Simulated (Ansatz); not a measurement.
What does this script print? It uses Ansatz 0.2.0, Python API.

Script `edit.py`:
```python
'''Keys set on an Input object, for EuAsO3.'''

import ansatz as az

crystal = (
    az.Lattice.from_parameters(3.998452, 3.998452, 3.998452, alpha=90.0, beta=90.0, gamma=90.0)
    .atom('Eu', (0.0, 0.0, 0.0))
    .atom('As', (0.5, 0.5, 0.5))
    .atom('O', (0.5, 0.5, 0.0))
    .atom('O', (0.5, 0.0, 0.5))
    .atom('O', (0.0, 0.5, 0.5))
    .moments(Eu=4.9)
)

job = (
    crystal.calculation()
    .spin(az.SpinTreatment.COLLINEAR)
    .kpoints(7, 7, 7)
    .occupations(az.OccupationsMethod.FERMI_DIRAC, width=50 * az.meV)
    .functional('lda')
    .basis(35 * az.Ry)
    .pseudopotentials('paw')
    .scf(max_iterations=90)
    .band_table()
)
typed = job.input()
rows = []
for value in [4, 6, 9]:
    edited = typed.set(az.key.basis.ecutrho_ratio, value)
    rep = az.Session.from_dict(edited).plan().execute().report
    rows.append((value, rep['free_energy_ev'], rep['n_iterations'], len(rep['eigenvalues_ev'][0]) if 'eigenvalues_ev' in rep else 0))
print(' density ratio            F eV      iterations    bands listed')
for row in rows:
    print(f'{str(row[0]):>14s}  {row[1]:14.5f}  {row[2]:14d}  {row[3]:14d}')
```

```console
$ python edit.py
DeckWarning: where an SCF of this run starts from atoms to list the orders of its open shells, Eu (site 0, from 0) starts with 6.32 μB on its 4f shell, in the place of the 4.90 μB that the deck gives it: an open f shell starts with all that it can hold by Hund's first rule. To start from spheres of the given moment, type scf.initial_density.shell_occupations: []
 density ratio            F eV      iterations    bands listed
             4    -15007.27157              15              33
             6    -15007.27156              15              33
             9    -15007.27157              15              33
```
(Warnings from the package without file and line, repeats left out.)

Reading the output:
- Absolute energies stand on the zero of these potentials, so only differences at equal settings mean something. A total without «per atom» is that of the whole cell that was run.
- Open f shells: without a Hubbard U, without spin-orbit coupling; the state reached hangs on the start and needn't be the lowest.
- Without U the f states sit at the Fermi level and can close a real gap.
- The mesh is modest for a metal, so energies can be off by several to tens of meV an atom and pressures by half a GPa or more; differences at equal mesh fare better.
- The structure comes from a database of computed cells and needn't be a stable or known phase.
- Timing: 36 s on 1 thread of Arm Neoverse V2, with other jobs on the host, peak memory 0.56 GiB.
